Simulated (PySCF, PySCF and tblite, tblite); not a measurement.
# C3H8GeS: a path driven as ring inversion, and NMR exchange, part 2 of 2

PySCF and tblite. Atoms count from 0. Earlier steps stand in the parts before.

## Step 9: Kinetics and line shapes

What the job is given:

```
{"job": {"smiles": "C1[CH2][GeH2][CH2]S1", "charge": 0, "mult": 1, "motion": "ring", "what": "5-membered ring", "atoms": [0, 1, 2, 3, 4], "ring": [0, 1, 2, 3, 4], "study": "path", "level": {"kind": "nmr", "xc": "PBE0", "basis": "pcSseg-1"}, "fields": [300, 500, 900], "first": 1, "seed": 461, "kind": "path"}, "charge": 0, "multiplicity": 1}
C     -1.090069    -0.942785     0.380739
C     -1.215065     0.510151    -0.048290
Ge     0.643998     1.196992    -0.199342
C      1.538880    -0.574198    -0.187442
S      0.222758    -1.769056    -0.576845
H     -1.999704    -1.513628     0.199509
H     -0.822183    -1.024470     1.435802
H     -1.706537     0.564989    -1.020780
H     -1.825403     1.062443     0.666129
H      0.894799     1.963605    -1.465263
H      1.081318     2.049738     0.962291
H      2.306850    -0.693107    -0.947018
H      1.965971    -0.830188     0.782781
```

Standard output:

```text
stationary points (kcal/mol above the start)
  n  kind          group   xTB      DFT    lowest mode
  0  minimum      C1       0.00     0.00      86.8
  1  saddle       C1       2.93     3.22     -89.9
  2  minimum      C1      -0.00     0.00      86.5

GFN2-xTB energies: T/K, barrier G, reaction G (kcal/mol), k forward, k back (1/s)
 150.00     2.81    -0.00   4.99e+08   4.98e+08
 200.00     2.87    -0.00   6.04e+09   6.03e+09
 250.00     2.95    -0.00   2.74e+10   2.74e+10
 298.15     3.04    -0.00   7.36e+10   7.34e+10
 350.00     3.15    -0.00   1.58e+11   1.58e+11
 400.00     3.26    -0.00   2.75e+11   2.74e+11
 500.00     3.52    -0.00   6.01e+11   5.99e+11

PBE0/pcSseg-1 + D3(BJ) energies: T/K, barrier G, reaction G (kcal/mol), k forward, k back (1/s)
 150.00     3.11     0.00   1.87e+08   1.87e+08
 200.00     3.17    -0.00   2.89e+09   2.89e+09
 250.00     3.24    -0.00   1.52e+10   1.52e+10
 298.15     3.33    -0.00   4.49e+10   4.48e+10
 350.00     3.44    -0.00   1.04e+11   1.04e+11
 400.00     3.56    -0.00    1.9e+11    1.9e+11
 500.00     3.82    -0.00   4.47e+11   4.46e+11
```

Run time: 23 s. Hardware: 1 thread of AMD EPYC 9R45, shared host; peak memory 0.82 GiB. This counts the whole study up to here.

Barriers by level (kcal/mol; entropies in cal/(mol K)). Zero-point and thermal terms come from xTB in every row. ΔG‡ leaves symmetry out; the rate counts equivalent paths (a factor of 2); effective ΔG‡, where given, is the barrier that would give that rate by Eyring's equation alone:

```
                 level   ΔE‡  with zero-point   ΔH‡   ΔS‡  ΔG‡ (298 K)  ΔE of reaction  k at 298 K (1/s)  effective ΔG‡
              GFN2-xTB  2.93             2.73  2.36  -2.3         3.04            0.00           7.4e+10           2.63
PBE0/pcSseg-1 + D3(BJ)  3.22             3.03  2.65  -2.3         3.33            0.00           4.5e+10           2.92
```

Sites that the driver pairs across this motion, and where their lines would merge (no couplings; faster rotations, inversion at nitrogen or exchange between molecules can average them sooner):

```
nucleus  sites: shielding (ppm)  proton frequency (MHz)  spread (Hz)  coalescence (K)  lines at 298 K
     ¹H    H5: 28.77; H6: 29.34                     300          170               68               1
     ¹H    H5: 28.77; H6: 29.34                     500          283               69               1
     ¹H    H5: 28.77; H6: 29.34                     900          510               71               1
     ¹H    H7: 30.50; H8: 30.15                     300          105               66               1
     ¹H    H7: 30.50; H8: 30.15                     500          175               68               1
     ¹H    H7: 30.50; H8: 30.15                     900          316               69               1
     ¹H   H9: 27.54; H10: 27.42                     300           38               63               1
     ¹H   H9: 27.54; H10: 27.42                     500           62               65               1
     ¹H   H9: 27.54; H10: 27.42                     900          112               66               1
     ¹H  H11: 29.58; H12: 29.63                     300           15               61               1
     ¹H  H11: 29.58; H12: 29.63                     500           25               62               1
     ¹H  H11: 29.58; H12: 29.63                     900           44               64               1
```

## Step 10: Shieldings, start: PBE0/def2-SVPD

What the job is given:

```
{"job": {"kind": "nmr", "xc": "PBE0", "basis": "def2-SVPD", "pop": false}, "charge": 0, "multiplicity": 1}
C     -1.090069    -0.942785     0.380739
C     -1.215065     0.510151    -0.048290
Ge     0.643998     1.196992    -0.199342
C      1.538880    -0.574198    -0.187442
S      0.222758    -1.769056    -0.576845
H     -1.999704    -1.513628     0.199509
H     -0.822183    -1.024470     1.435802
H     -1.706537     0.564989    -1.020780
H     -1.825403     1.062443     0.666129
H      0.894799     1.963605    -1.465263
H      1.081318     2.049738     0.962291
H      2.306850    -0.693107    -0.947018
H      1.965971    -0.830188     0.782781
```

Standard output:

```text
coarse grid: 49048 points
cycle   1  E = -2593.2846535750  dE = -2.213e-01  |g| = 4.526e-01  |ddm| = 4.507e+00
cycle   2  E = -2593.2721792131  dE =  1.247e-02  |g| = 5.285e-01  |ddm| = 1.060e+00
cycle   3  E = -2593.3205194374  dE = -4.834e-02  |g| = 3.992e-02  |ddm| = 6.061e-01
cycle   4  E = -2593.3208585117  dE = -3.391e-04  |g| = 2.276e-02  |ddm| = 1.126e-01
cycle   5  E = -2593.3209883032  dE = -1.298e-04  |g| = 3.896e-03  |ddm| = 3.679e-02
cycle   6  E = -2593.3209920359  dE = -3.733e-06  |g| = 6.200e-04  |ddm| = 7.513e-03
final grid: 101384 points
cycle   7  E = -2593.3209924707  dE = -5.851e-08  |g| = 7.379e-04  |ddm| = 7.504e-03
cycle   8  E = -2593.3209923632  dE =  1.076e-07  |g| = 9.746e-04  |ddm| = 2.453e-03
cycle   9  E = -2593.3209926155  dE = -2.523e-07  |g| = 7.642e-05  |ddm| = 1.408e-03
cycle  10  E = -2593.3209926171  dE = -1.593e-09  |g| = 1.525e-05  |ddm| = 1.302e-04
cycle  11  E = -2593.3209926172  dE = -6.457e-11  |g| = 3.674e-06  |ddm| = 2.925e-05
converged SCF energy = -2593.3209926172

GIAO shielding tensors (ppm)
atom      isotropic    diamagn.    paramagn.     s11        s22        s33       span
  0 C      155.594     246.873     -91.279    125.863    163.250    177.669     51.807
  1 C      178.309     250.625     -72.316    159.708    175.143    200.075     40.366
  2 Ge    1584.686    2748.628   -1163.942   1421.232   1606.738   1726.090    304.858
  3 C      177.545     247.613     -70.068    157.626    174.961    200.048     42.422
  4 S      542.326    1052.680    -510.354    356.753    536.139    734.084    377.331
  5 H       28.854      30.316      -1.462     22.587     26.888     37.087     14.500
  6 H       29.384      29.837      -0.453     22.922     27.811     37.420     14.498
  7 H       30.613      28.326       2.287     25.107     27.800     38.932     13.824
  8 H       30.310      29.731       0.579     24.573     27.487     38.870     14.297
  9 H       27.371      27.442      -0.071     20.560     21.609     39.945     19.386
 10 H       27.284      27.776      -0.491     20.484     21.450     39.920     19.436
 11 H       29.681      29.227       0.454     24.111     26.997     37.936     13.825
 12 H       29.757      31.295      -1.538     22.394     27.574     39.304     16.910
```

Wall time 11 s (1 thread of AMD EPYC 9R45, shared host); peak memory 0.77 GiB.

Key values: HOMO -6.27 eV, LUMO 0.21 eV; dipole 1.60 D.

## Step 11: Single-point energy, saddle of leg 1: PBE0/def2-SVPD

What the job is given:

```
{"job": {"kind": "sp", "xc": "PBE0", "basis": "def2-SVPD", "pop": false}, "charge": 0, "multiplicity": 1}
C     -1.188127    -0.986809     0.099102
C     -1.093149     0.517855     0.311105
Ge     0.621622     1.161031    -0.443419
C      1.605425    -0.476401     0.040218
S      0.414602    -1.799940    -0.332942
H     -1.840677    -1.230248    -0.738336
H     -1.561635    -1.496284     0.987303
H     -1.968807     1.007187    -0.112690
H     -1.085479     0.741569     1.380647
H      0.595713     1.353408    -1.930983
H      1.133882     2.417169     0.209199
H      2.484253    -0.686208    -0.562997
H      1.882377    -0.522330     1.093794
```

Standard output:

```text
coarse grid: 49048 points
cycle   1  E = -2593.2798590749  dE = -2.308e-01  |g| = 4.510e-01  |ddm| = 4.517e+00
cycle   2  E = -2593.2685365686  dE =  1.132e-02  |g| = 5.237e-01  |ddm| = 1.068e+00
cycle   3  E = -2593.3155807036  dE = -4.704e-02  |g| = 4.011e-02  |ddm| = 6.009e-01
cycle   4  E = -2593.3159257468  dE = -3.450e-04  |g| = 2.237e-02  |ddm| = 1.102e-01
cycle   5  E = -2593.3160535844  dE = -1.278e-04  |g| = 4.125e-03  |ddm| = 3.554e-02
cycle   6  E = -2593.3160577213  dE = -4.137e-06  |g| = 5.910e-04  |ddm| = 7.826e-03
final grid: 101384 points
cycle   7  E = -2593.3161210956  dE = -9.095e-08  |g| = 5.965e-04  |ddm| = 7.681e-03
cycle   8  E = -2593.3161210570  dE =  3.864e-08  |g| = 7.112e-04  |ddm| = 2.334e-03
cycle   9  E = -2593.3161211946  dE = -1.376e-07  |g| = 8.033e-05  |ddm| = 1.161e-03
cycle  10  E = -2593.3161211964  dE = -1.783e-09  |g| = 1.307e-05  |ddm| = 1.466e-04
cycle  11  E = -2593.3161211964  dE = -4.957e-11  |g| = 4.248e-06  |ddm| = 2.500e-05
converged SCF energy = -2593.3161211964
```

Run time: 5.1 s. Hardware: 1 thread of AMD EPYC 9R45, shared host; peak memory 0.68 GiB.

In short: HOMO -6.14 eV, LUMO 0.25 eV; dipole 1.82 D.

## Step 12: Second level: PBE0/def2-SVPD + D3(BJ)

What the job is given:

```
{"job": {"smiles": "C1[CH2][GeH2][CH2]S1", "charge": 0, "mult": 1, "motion": "ring", "what": "5-membered ring", "atoms": [0, 1, 2, 3, 4], "ring": [0, 1, 2, 3, 4], "study": "path", "level": {"kind": "nmr", "xc": "PBE0", "basis": "def2-SVPD", "wide": true}, "fields": [300, 500, 900], "first": 1, "seed": 461, "kind": "pathvar"}, "charge": 0, "multiplicity": 1}
C     -1.090069    -0.942785     0.380739
C     -1.215065     0.510151    -0.048290
Ge     0.643998     1.196992    -0.199342
C      1.538880    -0.574198    -0.187442
S      0.222758    -1.769056    -0.576845
H     -1.999704    -1.513628     0.199509
H     -0.822183    -1.024470     1.435802
H     -1.706537     0.564989    -1.020780
H     -1.825403     1.062443     0.666129
H      0.894799     1.963605    -1.465263
H      1.081318     2.049738     0.962291
H      2.306850    -0.693107    -0.947018
H      1.965971    -0.830188     0.782781
```

Standard output:

```text
stationary points (kcal/mol above the start)
  n  kind          group   xTB      DFT    lowest mode
  0  minimum      C1       0.00     0.00      86.8
  1  saddle       C1       2.93     3.09     -89.9
  2  minimum      C1      -0.00     0.00      86.5

GFN2-xTB energies: T/K, barrier G, reaction G (kcal/mol), k forward, k back (1/s)
 150.00     2.81    -0.00   4.99e+08   4.98e+08
 200.00     2.87    -0.00   6.04e+09   6.03e+09
 250.00     2.95    -0.00   2.74e+10   2.74e+10
 298.15     3.04    -0.00   7.36e+10   7.34e+10
 350.00     3.15    -0.00   1.58e+11   1.58e+11
 400.00     3.26    -0.00   2.75e+11   2.74e+11
 500.00     3.52    -0.00   6.01e+11   5.99e+11

PBE0/pcSseg-1 + D3(BJ) energies: T/K, barrier G, reaction G (kcal/mol), k forward, k back (1/s)
 150.00     3.11     0.00   1.87e+08   1.87e+08
 200.00     3.17    -0.00   2.89e+09   2.89e+09
 250.00     3.24    -0.00   1.52e+10   1.52e+10
 298.15     3.33    -0.00   4.49e+10   4.48e+10
 350.00     3.44    -0.00   1.04e+11   1.04e+11
 400.00     3.56    -0.00    1.9e+11    1.9e+11
 500.00     3.82    -0.00   4.47e+11   4.46e+11

PBE0/def2-SVPD + D3(BJ) energies: T/K, barrier G, reaction G (kcal/mol), k forward, k back (1/s)
 150.00     2.97     0.00   2.92e+08   2.92e+08
 200.00     3.03    -0.00   4.04e+09   4.04e+09
 250.00     3.11    -0.00   1.99e+10   1.99e+10
 298.15     3.20    -0.00   5.62e+10   5.61e+10
 350.00     3.31    -0.00   1.26e+11   1.25e+11
 400.00     3.42    -0.00   2.25e+11   2.24e+11
 500.00     3.68    -0.00   5.11e+11    5.1e+11
```

Run time: 39 s. Hardware: 1 thread of AMD EPYC 9R45, shared host; peak memory 0.82 GiB. This counts the runs that the step sums up.

Barriers by level (kcal/mol; entropies in cal/(mol K)). Zero-point and thermal terms come from xTB in every row. ΔG‡ leaves symmetry out; the rate counts equivalent paths (a factor of 2); effective ΔG‡, where given, is the barrier that would give that rate by Eyring's equation alone:

```
                  level   ΔE‡  with zero-point   ΔH‡   ΔS‡  ΔG‡ (298 K)  ΔE of reaction  k at 298 K (1/s)  effective ΔG‡
               GFN2-xTB  2.93             2.73  2.36  -2.3         3.04            0.00           7.4e+10           2.63
 PBE0/pcSseg-1 + D3(BJ)  3.22             3.03  2.65  -2.3         3.33            0.00           4.5e+10           2.92
PBE0/def2-SVPD + D3(BJ)  3.09             2.89  2.52  -2.3         3.20            0.00           5.6e+10           2.79
```

## Step 13: Outcome

What follows sums up all 2 parts.

```
                        quantity                              value
barrier (PBE0/pcSseg-1 + D3(BJ))   ΔE‡ 3.2, ΔG‡(298 K) 3.3 kcal/mol
              barrier (GFN2-xTB)                   ΔE‡ 2.9 kcal/mol
                   rate at 298 K                        4.5e+10 s⁻¹
                 end of the path  the start, renumbered or mirrored
            coalescence of ¹H H5                    71 K at 900 MHz
```

**Reading.** DFT puts the top 3.2 kcal/mol above the start (xTB: 2.9); the rate from the DFT barrier is 4.5e+10 s⁻¹ at 298 K. An error of 1.4 kcal/mol changes that rate tenfold. The ¹H lines of H5 and its partners, 510 Hz apart at 900 MHz, merge at 71 K, so by this path alone the exchange at 298 K is fast for them; other paths were not followed. PBE0/def2-SVPD + D3(BJ) moves the barrier from 3.2 to 3.1 kcal/mol.
